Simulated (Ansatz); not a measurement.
# C₂H₈FInOSi: up Jacob's ladder to CCSD(T)

One table from this session's results is given with a row withheld; the runs are named, their logs left out.

Program: Ansatz 0.2.0, Gaussian basis. Level of theory: functionals in def2-TZVPP, the program's frozen cores in correlated methods. These are calculated values, not measurements.

Levels to be run: LDA (SPW92), PBE-D4, revPBE-D4, BLYP-D4, r2SCAN-D4, B97M-V, PBE0-D4, B3LYP-D4, r2SCANh-D4, r2SCAN0-D4, HSE06-D4, BHLYP-D4, CAM-B3LYP-D4, LC-ωPBE, ωB97X-V, ωB97M-V, B2PLYP, PBE-QIDH; CCSD(T)/def2-SVP; CCSD(T)/def2-TZVPP; MP2/def2-QZVPP; extrapolation to the limit; RPA on PBE.

### The relaxed structure

An earlier PBE0-D4 in a triple-zeta def2 set relaxation fixed the geometry. In takes the def2 core potential; no spin-orbit term is included.

SMILES `CO[SiH2][CH](F)[InH2]`, 14 atoms, charge 0, spin multiplicity 1.

Atoms are counted from 1 here; the program's logs count them from 0.

Bond lengths: C1–O2 1.415 Å, C1–H7 1.094 Å, C1–H8 1.094 Å, C1–H9 1.090 Å, O2–Si3 1.685 Å, Si3–C4 1.859 Å, Si3–H10 1.486 Å, Si3–H11 1.490 Å, C4–F5 1.402 Å, C4–In6 2.231 Å, C4–H12 1.093 Å, In6–H13 1.726 Å, In6–H14 1.718 Å. Angles: O2–C1–H7 110.9°, O2–C1–H8 110.6°, O2–C1–H9 108.5°, H7–C1–H8 109.2°, H7–C1–H9 109.0°, H8–C1–H9 108.7°, C1–O2–Si3 124.7°, O2–Si3–C4 99.2°, O2–Si3–H10 108.8°, O2–Si3–H11 107.2°, C4–Si3–H10 116.6°, C4–Si3–H11 113.7°, H10–Si3–H11 110.3°, Si3–C4–F5 112.9°, Si3–C4–In6 96.2°, Si3–C4–H12 114.1°, F5–C4–In6 111.5°, F5–C4–H12 108.3° and more.

The first run:

File in.yaml:

```yaml
crystal:
  periodic: [false, false, false]
  atoms:
    - {symbol: C, position_ang: [-0.172306, -2.031080, 0.657257]}
    - {symbol: O, position_ang: [0.019826, -0.662695, 0.354213]}
    - {symbol: Si, position_ang: [0.622523, -0.080248, -1.108024]}
    - {symbol: C, position_ang: [0.429783, 1.743650, -0.805304]}
    - {symbol: F, position_ang: [1.642066, 2.378141, -0.499341]}
    - {symbol: In, position_ang: [-0.870195, 1.554252, 0.997608]}
    - {symbol: H, position_ang: [-0.907378, -2.480454, -0.017406]}
    - {symbol: H, position_ang: [0.770716, -2.579830, 0.577488]}
    - {symbol: H, position_ang: [-0.537014, -2.110080, 1.681467]}
    - {symbol: H, position_ang: [2.010054, -0.581515, -1.287548]}
    - {symbol: H, position_ang: [-0.259657, -0.605686, -2.187391]}
    - {symbol: H, position_ang: [-0.044101, 2.285507, -1.627122]}
    - {symbol: H, position_ang: [-2.558725, 1.303609, 0.739987]}
    - {symbol: H, position_ang: [-0.145601, 1.866421, 2.524108]}
basis:
  gaussian: {orbitals: def2-TZVPP}
hamiltonian: {xc: lda}
output: {orbitals: {seedname: orbitals}}
```

On the command line:

```console
$ ansatz run in.yaml --threads 2 --pin off --events-out ev --progress --plain --max-ram 22528MiB --backend cuda --devices 0, --max-vram 18GiB
```

Steps of the session up to this table: LDA; PBE-D4 (GGA); revPBE-D4 (GGA); BLYP-D4 (GGA); r2SCAN-D4 (meta-GGA); B97M-V (meta-GGA); PBE0-D4 (hybrid); B3LYP-D4 (hybrid); r2SCANh-D4 (hybrid); r2SCAN0-D4 (hybrid); HSE06-D4 (hybrid); BHLYP-D4 (hybrid); CAM-B3LYP-D4 (range-separated); LC-ωPBE (range-separated); ωB97X-V (range-separated); ωB97M-V (range-separated); B2PLYP (double hybrid); PBE-QIDH (double hybrid).

One of the session's tables, all rows but one given; the rest of the session is left out.

It belongs to the step «Orbital energies across the functionals». 

```
  functional  HOMO (eV)  gap (eV)
 LDA (SPW92)      -5.77      3.70
      PBE-D4      -5.60      3.80
   revPBE-D4      -5.53      3.86
     BLYP-D4      -5.47      3.77
   r2SCAN-D4      -5.81      4.33
      B97M-V      -5.94      4.19
     PBE0-D4          ?         ?
    B3LYP-D4      -6.58      5.30
  r2SCANh-D4      -6.26      5.04
  r2SCAN0-D4      -6.93      6.08
    HSE06-D4      -6.39      4.99
    BHLYP-D4      -7.87      7.52
CAM-B3LYP-D4      -8.07      7.86
     LC-ωPBE      -9.35     10.22
     ωB97X-V      -9.03      9.74
     ωB97M-V      -8.93      9.30
```

Q: Estimate the row for PBE0-D4 from the others.

As computed: HOMO (eV): -6.78; gap (eV): 5.74. In the column «HOMO (eV)» it lies between r2SCAN0-D4 (-6.93) and B3LYP-D4 (-6.58).
